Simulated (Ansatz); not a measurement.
# Cs3B2H9: the cost of one run

Program: Ansatz 0.2.0. Level of theory: DFT PBE, scalar-relativistic, plane waves, PAW. These are calculated values, not measurements.

## (1) Starting point

It takes space group R-3m (No. 166, trigonal). Conventional cell: a = 7.173 Å, b = 7.173 Å, c = 27.112 Å, α = 90.00°, β = 90.00°, γ = 120.00°. Around Cs (site symmetry -3m) lie 12 H at 3.59 to 3.66 Å. Cs (site symmetry 3m) is surrounded by 12 H at 3.59 to 3.66 Å. B (site symmetry 3m) is surrounded by 6 H at 2.56 Å. H (site symmetry 2/m) has 2 B at 2.56 Å and 8 H at 3.59 to 3.66 Å and 4 Cs at 3.59 to 3.66 Å in its first shell of neighbours. H (site symmetry m) is surrounded by 1 B at 2.56 Å and 8 H at 3.59 to 3.66 Å and 4 Cs at 3.59 to 3.66 Å.

Structure file:

```xyz
14
Lattice="3.5863 2.0705 9.0374 -3.5863 2.0705 9.0374 0.0000 -4.1411 9.0374" Properties=species:S:1:pos:R:3 pbc="T T T"
Cs    0.0000    0.0000    0.0000
Cs    0.0000    0.0000   21.0873
Cs    0.0000    0.0000    6.0249
B     0.0000    0.0000   10.5436
B     0.0000    0.0000   16.5686
H     1.7931   -1.0353    9.0374
H     0.0000    2.0705    9.0374
H    -1.7931   -1.0353    9.0374
H    -1.7931    1.0353   12.0499
H     0.0000   -2.0705   12.0499
H     1.7931    1.0353   12.0499
H     1.7931   -1.0353   15.0624
H     0.0000    2.0705   15.0624
H    -1.7931   -1.0353   15.0624
```

The cell is invented: perovskite family, AX3 layers stacked ABA|B (R-3m, No. 166). Its size is a rough estimate.

## (2) A first look at the guess

Contents of input.yaml:

```yaml
crystal:
  lattice:
    - [3.586275, 2.07053684, 9.037413]
    - [-3.586275, 2.07053684, 9.037413]
    - [0.0, -4.14107367, 9.037413]
  atoms:
    - { symbol: Cs, position: [0.0, 0.0, 0.0] }
    - { symbol: Cs, position: [0.77777778, 0.77777778, 0.77777778] }
    - { symbol: Cs, position: [0.22222222, 0.22222222, 0.22222222] }
    - { symbol: B, position: [0.38888889, 0.38888889, 0.38888889] }
    - { symbol: B, position: [0.61111111, 0.61111111, 0.61111111] }
    - { symbol: H, position: [0.5, 0.0, 0.5] }
    - { symbol: H, position: [0.5, 0.5, 0.0] }
    - { symbol: H, position: [0.0, 0.5, 0.5] }
    - { symbol: H, position: [0.27777778, 0.77777778, 0.27777778] }
    - { symbol: H, position: [0.27777778, 0.27777778, 0.77777778] }
    - { symbol: H, position: [0.77777778, 0.27777778, 0.27777778] }
    - { symbol: H, position: [0.72222222, 0.22222222, 0.72222222] }
    - { symbol: H, position: [0.72222222, 0.72222222, 0.22222222] }
    - { symbol: H, position: [0.22222222, 0.72222222, 0.72222222] }
basis:
  ecutwfc: 420
kpoints:
  mp_grid: { grid: [3, 3, 3] }
hamiltonian:
  xc: pbe
scf:
  occupations: { method: gaussian, width: 0.1 }
  lower_state_search: "off"
output:
  forces: true
  stress: true
  eigenvalues: true
```

Started as:

```bash
$ ansatz run input.yaml --threads 1 --pin off --max-ram 2560MiB --backend cpu --events-out ev --progress --plain --runs-dir out
```

What time and memory should one allow on 1 thread of Intel Xeon at 2.70GHz, shared host?

About 12 s, with a peak of 0.72 GiB.
